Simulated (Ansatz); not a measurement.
Input:

```yaml
accuracy: low
crystal:
  lattice:
    - [6.57, 0.0, 0.0]
    - [0.0, 6.57, 0.0]
    - [0.0, 0.0, 6.57]
  atoms:
    - { symbol: Li, position: [-0.14558594, -0.0381639, -0.04861791] }
    - { symbol: Li, position: [0.48377898, -0.03793038, 0.0456321] }
    - { symbol: Li, position: [-0.0021271, 0.51633161, -0.02111233] }
    - { symbol: Li, position: [-0.1141492, 0.08336636, 0.54761643] }
    - { symbol: Li, position: [0.09327743, 0.18574633, 0.25586022] }
    - { symbol: Li, position: [0.3673582, 0.49896574, -0.0267768] }
    - { symbol: Li, position: [0.47248859, 0.03787285, 0.55799177] }
    - { symbol: Li, position: [0.72907287, 0.31934253, 0.22497229] }
    - { symbol: Li, position: [0.0180687, 0.49215296, 0.53280611] }
    - { symbol: Li, position: [0.21109757, 0.81647147, 0.28781441] }
    - { symbol: Li, position: [0.16053953, 0.22814914, 0.7532391] }
    - { symbol: Li, position: [0.42627279, 0.56414399, 0.44151334] }
    - { symbol: Li, position: [0.73955108, 0.73588738, 0.29124491] }
    - { symbol: Li, position: [0.67585869, 0.30234247, 0.78306936] }
    - { symbol: Li, position: [0.16094646, 0.83844127, 0.76215658] }
    - { symbol: Li, position: [0.64787472, 0.72589106, 0.74382413] }
    - { symbol: H, position: [0.1671382, 1.09574777, -0.00555211] }
basis:
  ecutwfc: 420.0
kpoints:
  mp_grid: { grid: [2, 2, 2] }
hamiltonian:
  xc: pbe
scf:
  occupations: { method: fermi_dirac, width: 0.05 }
  lower_state_search: "off"
md:
  timestep: 0.5
  n_steps: 300
  ensemble: nve
  temperature: 1680.0
  initial_velocities: maxwell_boltzmann
  seed: 33191
```

Launched with:

```bash
$ ansatz run input.yaml --threads 1 --pin off --max-ram 3072MiB --backend cpu --events-out ev --progress --plain --runs-dir out
```

Hardware: 1 thread of Intel(R) Xeon(R) Processor @ 2.50GHz (Skylake/Cascade Lake), with other jobs on the host.

Problem. Roughly how long does this run take, and how much memory?

Solution. 26 min, with a peak of 0.49 GiB, for 301 ionic steps.
